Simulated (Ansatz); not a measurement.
**AsN₂ (doublet): from a generated start to a stationary point**

Aim: relax a generated start of AsN₂ (doublet) and see which bonds hold.

Program: Ansatz 0.2.0, Gaussian basis. Level of theory: UKS PBE0/def2-TZVP. These are calculated values, not measurements.

## 1. The system as given

3 atoms, charge 0, spin multiplicity 2.

Atoms are counted from 1 here; the program's logs count them from 0.

Bond lengths: As1–N2 1.626 Å, As1–N3 1.626 Å. Angles: N2–As1–N3 146.5°.

Geometry (Å):

```tsv
atom	x (Å)	y (Å)	z (Å)
As1	0.0042	0.0001	-0.1276
N2	-0.0231	1.5568	0.3425
N3	0.0004	-1.5575	0.3398
```

The start was built by rule and, where that kept it together, relaxed with GFN2-xTB. Sticks and bond lists go by distance. No spin-orbit coupling is included. 

## 2. The run

File in.yaml:

```yaml
crystal:
  periodic: [false, false, false]
  atoms:
    - {symbol: As, position_ang: [0.004241, 0.000145, -0.127558]}
    - {symbol: N, position_ang: [-0.023083, 1.556758, 0.342537]}
    - {symbol: N, position_ang: [0.000398, -1.557535, 0.339770]}
basis:
  gaussian: {orbitals: def2-TZVP}
magnetization: {spin_polarized: true, initial_magnetization: 1}
hamiltonian: {xc: pbe0}
relax: {f_tol: 0.004, max_steps: 80}
```

On the command line:

```console
$ ansatz run in.yaml --threads 1 --pin off --events-out ev --progress --plain --max-ram 2176MiB
```

What does the calculation give? Wanted: energy gained; shift from the start; total energy; dipole moment; ⟨S²⟩.

As calculated:

| quantity | value |
| --- | --- |
| steps | 5 |
| energy gained | 0.212 eV |
| shift from the start (rms) | 0.234 Å |
| total energy | -63805.4798 eV |
| dipole moment | 0.01 D |
| ⟨S²⟩ | 0.850 |

What this shows: The bonds of the start are those of the end. As1–N2 went from 1.626 to 1.658 Å. The determinant is spin-contaminated (excess 0.10). No vibrations were run, so this is a stationary point, not a proven minimum, and this spin need not be the ground state's.
